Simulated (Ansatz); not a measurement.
This script drives the Ansatz DFT code, driven from Python.

`bde_c2h7bse.py`
```python
import logging
import sys

import ansatz

logging.basicConfig(stream=sys.stdout, format="[%(levelname)s] %(message)s")
logger = logging.getLogger("c2h7bse")
logger.setLevel(logging.INFO)


def single_point(molecule, charge=0, unpaired=0):
    calc = molecule.calculation().basis(gaussian="def2-SVPD").functional("r2SCAN")
    if charge:
        calc = calc.charge(charge)
    if unpaired:
        calc = calc.spin("collinear", total=unpaired)
    return calc.run().report["free_energy_ev"]

def without(molecule, index):
    rest = ansatz.Crystal.molecule()
    for i, site in enumerate(molecule.cartesian_sites):
        if i != index:
            rest = rest.atom(site.symbol, site.position_ang)
    return rest

geometry = (
    ansatz.Crystal.molecule()
    .atom("B", (-0.4163, 2.2839, -0.5987))
    .atom("Se", (1.0486, 1.0298, -0.3355))
    .atom("C", (-0.2101, -0.4122, 0.1007))
    .atom("C", (0.6761, -1.6728, 0.4154))
    .atom("H", (-0.9639, 2.4254, -1.6925))
    .atom("H", (-0.8706, 2.9801, 0.2972))
    .atom("H", (-0.7503, -0.1251, 1.0087))
    .atom("H", (-0.823, -0.5806, -0.7477))
    .atom("H", (-0.0991, -2.4855, 0.716))
    .atom("H", (1.2854, -1.5141, 1.3034))
    .atom("H", (1.1885, -1.9859, -0.4463))
)

whole = single_point(geometry, 0)
hydrogen = single_point(ansatz.Crystal.molecule().atom("H", (0, 0, 0)), 0, 1)
logger.info(f"E(molecule) = {whole:.5f} eV, E(H) = {hydrogen:.5f} eV")
for index in [5, 7, 10]:
    radical = single_point(without(geometry, index), 0, 1)
    logger.info(f"H{index}: homolysis {23.060548 * (radical + hydrogen - whole):.1f} kcal/mol")
```

It is started by `python bde_c2h7bse.py`. Estimate its wall time and peak memory on 1 thread of Intel(R) Xeon(R) 6975P-C (Granite Rapids), on a shared host.

It took about 37 s, with a peak of 0.34 GiB, for 5 runs of the engine.

Output of `python bde_c2h7bse.py`:
```text
[INFO] E(molecule) = -68201.14223 eV, E(H) = -13.58417 eV
[INFO] H5: homolysis 99.9 kcal/mol
[INFO] H7: homolysis 103.8 kcal/mol
[INFO] H10: homolysis 113.8 kcal/mol
```

Total energies depend on the basis set; only differences at equal settings carry meaning. The geometry is a force-field or estimated start, not a minimum of this method, and the basis set is short of its limit. All parts are taken at fixed geometry, without zero-point energy. The spin-orbit lowering of heavy atoms is left out.
